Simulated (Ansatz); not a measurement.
# InGa3P4: the cost of one run

Code: Ansatz 0.2.0. PAW datasets, plane waves, zero pressure. No spin polarisation. The prototype was imposed, so other structures may be more stable.

## Step 1: The structure to begin with

This is the cell as the run starts from it, not yet at rest; its lengths are not the crystal's.

Space group P-4m2 (No. 115), tetragonal; conventional cell a = 3.764 Å, c = 10.647 Å, 18.86 Å³ an atom. Ga has 4 P at 2.31 Å; P has 4 Ga at 2.31 Å; P has 2 Ga at 2.31 Å and 2 In at 2.31 Å; In has 4 P at 2.31 Å.

Coordinates:

```cif
data_structure
_symmetry_space_group_name_H-M 'P 1'
_symmetry_Int_Tables_number 1
_cell_length_a 3.7643
_cell_length_b 3.7643
_cell_length_c 10.6469
_cell_angle_alpha 90.000
_cell_angle_beta 90.000
_cell_angle_gamma 90.000
_cell_volume 150.86
loop_
_atom_site_label
_atom_site_type_symbol
_atom_site_fract_x
_atom_site_fract_y
_atom_site_fract_z
_atom_site_occupancy
Ga1 Ga 0.00000 0.00000 0.75000 1
P1 P 0.00000 0.50000 0.87500 1
Ga2 Ga 0.50000 0.50000 0.00000 1
P2 P 0.50000 0.00000 0.12500 1
Ga3 Ga 0.00000 0.00000 0.25000 1
P3 P 0.00000 0.50000 0.37500 1
In1 In 0.50000 0.50000 0.50000 1
P4 P 0.50000 0.00000 0.62500 1
```

## Step 2: PBE: cell and atoms

Input file input.yaml:

```yaml
crystal:
  lattice:
    - [3.7642533622, 0.0, 0.0]
    - [0.0, 3.7642533622, 0.0]
    - [0.0, 0.0, 10.6469163141]
  atoms:
    - { symbol: Ga, position: [0.0, 0.0, 0.75] }
    - { symbol: P, position: [0.0, 0.5, 0.875] }
    - { symbol: Ga, position: [0.5, 0.5, 0.0] }
    - { symbol: P, position: [0.5, 0.0, 0.125] }
    - { symbol: Ga, position: [0.0, 0.0, 0.25] }
    - { symbol: P, position: [0.0, 0.5, 0.375] }
    - { symbol: In, position: [0.5, 0.5, 0.5] }
    - { symbol: P, position: [0.5, 0.0, 0.625] }
kpoints:
  mp_grid: { grid: [6, 6, 2] }
hamiltonian:
  xc: pbe
scf:
  occupations: { method: fermi_dirac, width: 0.02 }
relax:
  f_tol: 0.005
  cell: {}
output:
  write_density: true
  write_potential: true
  elf: true
  volumetric_format: npy
```

The run is started by

```
$ ansatz run input.yaml --threads 4 --pin off --max-ram 6451MiB --backend cpu --events-out ev --progress --plain --runs-dir out
```

**Question.** How long does this run take on 4 threads of Intel Xeon Platinum 8259CL at 2.50GHz (Skylake/Cascade Lake), shared host, and how much memory does it need?

About 34 s, with a peak of 0.64 GiB.
